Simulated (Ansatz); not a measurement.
Turn this script for the Ansatz DFT code, driven from Python into the input file that the command-line program reads.

`opt.py`:
```python
"""Geometry optimisation of ClFGeH4Si."""

import itertools

import ansatz as az
from ase.data import atomic_numbers, covalent_radii
import numpy as np

geometry_ang = [
    ("F", [1.7322, -1.3944, 0.8847]),
    ("Si", [1.0959, 0.0869, 0.2159]),
    ("Cl", [2.0017, 0.4513, -1.6354]),
    ("Ge", [-1.1106, -0.0707, -0.1078]),
    ("H", [1.3848, 1.1932, 1.1203]),
    ("H", [-1.878, -0.3327, 1.2549]),
    ("H", [-1.4533, -1.2496, -1.0726]),
    ("H", [-1.6804, 1.2589, -0.7157]),
]
molecule = az.Crystal.molecule()
for symbol, xyz in geometry_ang:
    molecule = molecule.atom(symbol, xyz)

calc = (
    molecule.calculation()
    .basis(gaussian="def2-SVP")
    .functional("cam_b3lyp")
)
symbols = [site.symbol for site in molecule.cartesian_sites]
start = np.array([site.position_ang for site in molecule.cartesian_sites], dtype=float)
data = calc.relax(force_tolerance=0.01, max_steps=100).run().report
end = np.array(data["positions_ang"])

for key in ("converged", "free_energy_ev", "reference_energy_ev", "n_frozen", "n_occupied", "n_virtual"):
    print(f"{key:22s} {data[key]}")

# pairs closer than 1.2 times the sum of covalent radii, before or after
radius = [covalent_radii[atomic_numbers[s]] for s in symbols]
span = lambda where, i, j: np.linalg.norm(where[i] - where[j])
bonded = [(i, j) for i, j in itertools.combinations(range(len(symbols)), 2) if min(span(start, i, j), span(end, i, j)) < 1.2 * (radius[i] + radius[j])]
print("pair        before    after (A)")
for i, j in bonded:
    print(f"{symbols[i]}{i}-{symbols[j]}{j}".ljust(10), f"{span(start, i, j):8.4f} {span(end, i, j):8.4f}")

charges = data["charge_distribution"]
dipole = np.array(charges["dipole_moment_e_ang"]) * 4.803205
print("dipole (D): {:.3f} {:.3f} {:.3f}, length {:.3f}".format(*dipole, np.linalg.norm(dipole)))
print("atom  Mulliken   Lowdin")
for symbol, m, l in zip(symbols, charges["mulliken_charges_e"], charges["lowdin_charges_e"]):
    print(f"{symbol:4s} {m:9.3f} {l:8.3f}")
with open("clfgeh4si_opt.xyz", "w") as handle:
    handle.write(f"{len(symbols)}\nrelaxed ClFGeH4Si\n")
    handle.writelines(f"{s:2s} {x:11.6f} {y:11.6f} {z:11.6f}\n" for s, (x, y, z) in zip(symbols, end))
```

```console
$ python opt.py
converged              True
free_energy_ev         -79690.67875325638
reference_energy_ev    -79690.67875325638
n_frozen               0
n_occupied             [38, 38]
n_virtual              [64, 64]
pair        before    after (A)
F0-Si1       1.7454   1.6197
Si1-Cl2      2.0930   2.0611
Si1-Ge3      2.2357   2.3711
Si1-H4       1.4578   1.4810
Ge3-H5       1.5857   1.5350
Ge3-H6       1.5614   1.5330
Ge3-H7       1.5691   1.5345
dipole (D): -1.263 0.902 0.487, length 1.627
atom  Mulliken   Lowdin
F       -0.324   -0.022
Si       0.695    0.091
Cl      -0.247    0.080
Ge       0.132    0.066
H       -0.095   -0.092
H       -0.057   -0.043
H       -0.047   -0.037
H       -0.058   -0.042
```

`input.yaml`:
```yaml
crystal:
  periodic: [false, false, false]
  atoms:
    - { symbol: F, position_ang: [1.7322, -1.3944, 0.8847] }
    - { symbol: Si, position_ang: [1.0959, 0.0869, 0.2159] }
    - { symbol: Cl, position_ang: [2.0017, 0.4513, -1.6354] }
    - { symbol: Ge, position_ang: [-1.1106, -0.0707, -0.1078] }
    - { symbol: H, position_ang: [1.3848, 1.1932, 1.1203] }
    - { symbol: H, position_ang: [-1.878, -0.3327, 1.2549] }
    - { symbol: H, position_ang: [-1.4533, -1.2496, -1.0726] }
    - { symbol: H, position_ang: [-1.6804, 1.2589, -0.7157] }
basis:
  gaussian:
    orbitals: def2-SVP
hamiltonian:
  xc: cam_b3lyp
relax:
  f_tol: 0.01
  max_steps: 100
```

What to keep in mind:
- Total energies depend on the basis set; only differences at equal settings carry meaning.
- The end point is the stationary point reached from this start; no frequency run checks that it is a minimum, and the basis set is modest.
- The Löwdin charges here are taken after orthogonalising the functions within each atom; they differ from plain Löwdin charges, and their signs can be unphysical.
- It ran for 44 s on 1 thread of Arm Neoverse V1, on a shared host, peak memory 0.32 GiB.

(Lines on the test bed's own set-up are left out of the output.)
